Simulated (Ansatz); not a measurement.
Working through a single point in a Gaussian basis of CH7BFGeN, SMILES NB(F)[CH2][GeH3]

Computed with Ansatz's Python interface.

Run as a notebook:

In [1]:
```python
import ansatz as az
```

In [2]:
```python
GEOMETRY = """
N    -1.97290    0.92870    0.13170
B    -0.51110    0.92890   -0.01820
F     0.26910    1.96090    0.58490
C     0.25820   -0.21910   -0.85410
Ge    1.35280   -1.27200    0.29450
H    -2.33630    1.91310   -0.25370
H    -2.20810    0.96720    1.14630
H    -0.55120   -0.88290   -1.28530
H     0.78550    0.22900   -1.63210
H     2.02090   -2.39650   -0.48430
H     0.50580   -1.88110    1.48450
H     2.46430   -0.33130    0.91970
"""

molecule = az.Crystal.molecule()
for line in GEOMETRY.strip().splitlines():
    symbol, *xyz = line.split()
    molecule = molecule.atom(symbol, [float(v) for v in xyz])
```

In [3]:
```python
base = (
    molecule.calculation()
    .basis(gaussian="def2-TZVP")
    .functional("pbe0")
)
data = base.session().plan(threads=1).execute().report
```

In [4]:
```python
print("reference energy %16.6f eV" % data["reference_energy_ev"])
print("total energy     %16.6f eV" % data["free_energy_ev"])
print("occupied orbitals outside the frozen core (up, down):", data["n_occupied"], " frozen:", data["n_frozen"], " virtual:", data["n_virtual"])
```
```text
reference energy    -62542.988726 eV
total energy        -62542.988726 eV
occupied orbitals outside the frozen core (up, down): [33, 33]  frozen: 0  virtual: [181, 181]
```

Total energies depend on the basis set; only differences at equal settings carry meaning. The geometry is a force-field or estimated start, not a minimum of this method, and the basis set is short of its limit. Timing: 10 s on 1 thread of Arm Neoverse V1, on a shared host, peak memory 0.48 GiB.
